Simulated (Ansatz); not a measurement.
**GaH₅O: vertical ionisation energy**

One table from this session's results is given with a row withheld; the runs are named, their logs left out.

Method: unrestricted cation, the program's frozen cores in correlated methods; program: Ansatz 0.2.0, Gaussian basis.

Levels to be run: UKS PBE-D4/def2-TZVPP; UKS r2SCAN-D4/def2-TZVPP; UKS PBE0-D4/def2-TZVPP; UKS B3LYP-D4/def2-TZVPP; UKS wB97X-V/def2-TZVPP; UKS wB97M-V/def2-TZVPP; UKS B2PLYP/def2-TZVPP; UHF-CCSD(T)/def2-TZVPP; UHF-MP2/def2-QZVPP; extrapolation to the limit; then −ε(HOMO) from the neutral's earlier runs with LDA (SPW92), PBE-D4, revPBE-D4, BLYP-D4, r2SCAN-D4, B97M-V, PBE0-D4, B3LYP-D4, r2SCANh-D4, r2SCAN0-D4, HSE06-D4, BHLYP-D4, CAM-B3LYP-D4, LC-ωPBE, ωB97X-V, ωB97M-V.

**The geometry**

The geometry comes from an earlier relaxation with PBE0-D4 in a triple-zeta def2 set; it is a stationary point, not always the lowest conformer.

SMILES `[OH2+][GaH3-]`, 7 atoms, charge 0, spin multiplicity 1.

Atoms are counted from 1 here; the program's logs count them from 0.

Bond lengths: O1–Ga2 2.197 Å, O1–H3 0.962 Å, O1–H4 0.962 Å, Ga2–H5 1.570 Å, Ga2–H6 1.580 Å, Ga2–H7 1.581 Å. Angles: Ga2–O1–H3 108.3°, Ga2–O1–H4 109.4°, H3–O1–H4 106.7°, O1–Ga2–H5 99.8°, O1–Ga2–H6 93.8°, O1–Ga2–H7 94.4°, H5–Ga2–H6 119.5°, H5–Ga2–H7 119.2°, H6–Ga2–H7 118.0°.

Coordinates:

```
O    -0.2450   -1.2181   -0.1704
Ga    0.1575    0.9413   -0.1358
H    -0.9529   -1.4043    0.4546
H     0.5316   -1.6937    0.1411
H     0.0820    1.2506   -1.6733
H    -1.0847    1.2657    0.7856
H     1.5726    0.7905    0.5525
```

The first run:

Input file in.yaml:

```yaml
crystal:
  periodic: [false, false, false]
  atoms:
    - {symbol: O, position_ang: [-0.244980, -1.218094, -0.170405]}
    - {symbol: Ga, position_ang: [0.157465, 0.941324, -0.135845]}
    - {symbol: H, position_ang: [-0.952880, -1.404318, 0.454557]}
    - {symbol: H, position_ang: [0.531579, -1.693731, 0.141059]}
    - {symbol: H, position_ang: [0.082036, 1.250621, -1.673256]}
    - {symbol: H, position_ang: [-1.084652, 1.265715, 0.785580]}
    - {symbol: H, position_ang: [1.572630, 0.790483, 0.552510]}
basis:
  gaussian: {orbitals: def2-TZVPP}
total_charge: 1
magnetization: {spin_polarized: true, initial_magnetization: 1}
hamiltonian: {xc: pbe, dispersion: d4}
```

Steps of the session up to this table: Cation, UKS PBE-D4/def2-TZVPP; Cation, UKS r2SCAN-D4/def2-TZVPP; Cation, UKS PBE0-D4/def2-TZVPP; Cation, UKS B3LYP-D4/def2-TZVPP; Cation, UKS wB97X-V/def2-TZVPP; Cation, UKS wB97M-V/def2-TZVPP; Cation, UKS B2PLYP (frozen core)/def2-TZVPP; Cation, UHF-CCSD(T)/def2-TZVPP; Cation, UHF-MP2/def2-QZVPP.

One of the session's tables, all rows but one given; the rest of the session is left out.

It belongs to the step «Ionisation energies side by side». For comparison, −ε(HOMO) of the neutral from earlier runs:

```
  functional  −ε(HOMO) (eV)
 LDA (SPW92)           6.56
      PBE-D4           6.51
   revPBE-D4           6.48
     BLYP-D4           6.42
   r2SCAN-D4           6.83
      B97M-V              ?
     PBE0-D4           7.77
    B3LYP-D4           7.58
  r2SCANh-D4           7.29
  r2SCAN0-D4           7.98
    HSE06-D4           7.36
    BHLYP-D4           8.96
CAM-B3LYP-D4           9.17
     LC-ωPBE          10.56
     ωB97X-V          10.21
     ωB97M-V          10.01
```

Estimate the missing values for B97M-V.

As computed: −ε(HOMO) (eV): 6.93. In the column «−ε(HOMO) (eV)» it lies between r2SCAN-D4 (6.83) and r2SCANh-D4 (7.29).

Caveats from the session: The cation may have settled in a state other than its lowest; no search over hole states beyond the program's own was made.
